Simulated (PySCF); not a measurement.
# C3H7ClOSi: the cost of one run

Programs: PySCF 2.14.0, with density-fitted response routines of our own. Each step states its level of theory. These are calculated values for one molecule in the gas phase, unless marked as measured. Atoms are numbered from 0 throughout.

**1. Starting geometry**

13 atoms, charge 0, multiplicity 1; geometry from: GFN2-xTB. The atoms were then displaced at random by about 0.01 Å, so the start is not that level's minimum.

Bonds of the start (Å): C0–C1 1.29, C1–C2 1.48, C2–O3 1.45, O3–Si4 1.58, Si4–Cl5 1.99, C0–H6 1.09, C0–H7 1.08, C1–H8 1.06, C2–H9 1.11, C2–H10 1.11, Si4–H11 1.48, Si4–H12 1.44.

**2. Relaxing the molecule at PBE0-D3(BJ)/def2-SVP**

The job: settings as JSON, then the geometry in Å.

```
{"job": {"xc": "PBE0", "basis": "def2-SVP", "d3": "d3bj", "grid": 1, "shake": 0.01, "kind": "geom"}, "charge": 0, "multiplicity": 1}
C     -2.600980     0.122780    -0.297900
C     -1.408860    -0.321660    -0.499950
C     -0.275740    -0.113270     0.433880
O      0.901710     0.331060    -0.276630
Si     2.440180     0.103650    -0.011740
Cl     3.276020     1.037560    -1.559050
H     -2.865650     0.722450     0.572860
H     -3.402760    -0.030410    -1.006570
H     -1.156350    -0.880820    -1.363400
H     -0.027430    -1.059790     0.960740
H     -0.515250     0.631200     1.215130
H      2.876280     0.738490     1.253280
H      2.764650    -1.298130    -0.014710
```

Command:

```
OMP_NUM_THREADS=1 python probes_run.py task.json out
```

This one command runs all jobs of the session in turn.

Q: Estimate the wall time and peak memory of this first job on 1 thread of Arm Neoverse N1, shared host.

About 6 min, with a peak of 0.53 GiB.
